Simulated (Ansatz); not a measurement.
# ScOsC4N4: the cost of one run

Computed with Ansatz 0.2.0 (DFT PBE, scalar-relativistic, plane waves, PAW, unless a step's input says otherwise).

### Step 1. The system as given

It takes space group P-43m (No. 215, cubic). The conventional cell has a = 5.988 Å, b = 5.988 Å, c = 5.988 Å, α = 90.00°, β = 90.00°, γ = 90.00°. Sc (site symmetry -43m) is surrounded by 4 N at 2.12 Å. Around Os (site symmetry -43m) lie 4 C at 1.90 Å. C (site symmetry 3m) is surrounded by 1 N at 1.17 Å and 1 Os at 1.90 Å. N (site symmetry 3m) is surrounded by 1 C at 1.17 Å.

As a file:

```cif
data_structure
_symmetry_space_group_name_H-M 'P 1'
_symmetry_Int_Tables_number 1
_cell_length_a 5.9883
_cell_length_b 5.9883
_cell_length_c 5.9883
_cell_angle_alpha 90.000
_cell_angle_beta 90.000
_cell_angle_gamma 90.000
_cell_volume 214.74
loop_
_atom_site_label
_atom_site_type_symbol
_atom_site_fract_x
_atom_site_fract_y
_atom_site_fract_z
_atom_site_occupancy
Sc1 Sc 0.50000 0.50000 0.50000 1
Os1 Os 0.00000 0.00000 0.00000 1
C1 C 0.18280 0.18280 0.18280 1
C2 C 0.18280 0.81720 0.81720 1
C3 C 0.81720 0.18280 0.81720 1
C4 C 0.81720 0.81720 0.18280 1
N1 N 0.29560 0.29560 0.29560 1
N2 N 0.29560 0.70440 0.70440 1
N3 N 0.70440 0.29560 0.70440 1
N4 N 0.70440 0.70440 0.29560 1
```

The cell is invented: two interpenetrating cyanide-bridged diamond nets (P-43m, No. 215). Its size is a rough estimate.

### Step 2. A first look at the guess

input.yaml reads:

```yaml
crystal:
  lattice:
    - [5.98827699, 0.0, 0.0]
    - [0.0, 5.98827699, 0.0]
    - [0.0, 0.0, 5.98827699]
  atoms:
    - { symbol: Sc, position: [0.5, 0.5, 0.5] }
    - { symbol: Os, position: [0.0, 0.0, 0.0], spin: 1.0 }
    - { symbol: C, position: [0.18279985, 0.18279985, 0.18279985] }
    - { symbol: C, position: [0.18279985, 0.81720015, 0.81720015] }
    - { symbol: C, position: [0.81720015, 0.18279985, 0.81720015] }
    - { symbol: C, position: [0.81720015, 0.81720015, 0.18279985] }
    - { symbol: "N", position: [0.29560355, 0.29560355, 0.29560355] }
    - { symbol: "N", position: [0.29560355, 0.70439645, 0.70439645] }
    - { symbol: "N", position: [0.70439645, 0.29560355, 0.70439645] }
    - { symbol: "N", position: [0.70439645, 0.70439645, 0.29560355] }
basis:
  ecutwfc: 420
kpoints:
  mp_grid: { grid: [4, 4, 4] }
hamiltonian:
  xc: pbe
scf:
  occupations: { method: gaussian, width: 0.1 }
  lower_state_search: "off"
output:
  forces: true
  stress: true
  eigenvalues: true
  populations: true
magnetization:
  spin_polarized: true
```

On the command line:

```bash
> ansatz run input.yaml --threads 1 --pin off --max-ram 2560MiB --backend cpu --events-out ev --progress --plain --runs-dir out
```

Q: Estimate wall time and peak memory on 1 thread of Intel Xeon Platinum 8375C at 2.90GHz (Ice Lake), shared host.

About 21 s, with a peak of 0.56 GiB.
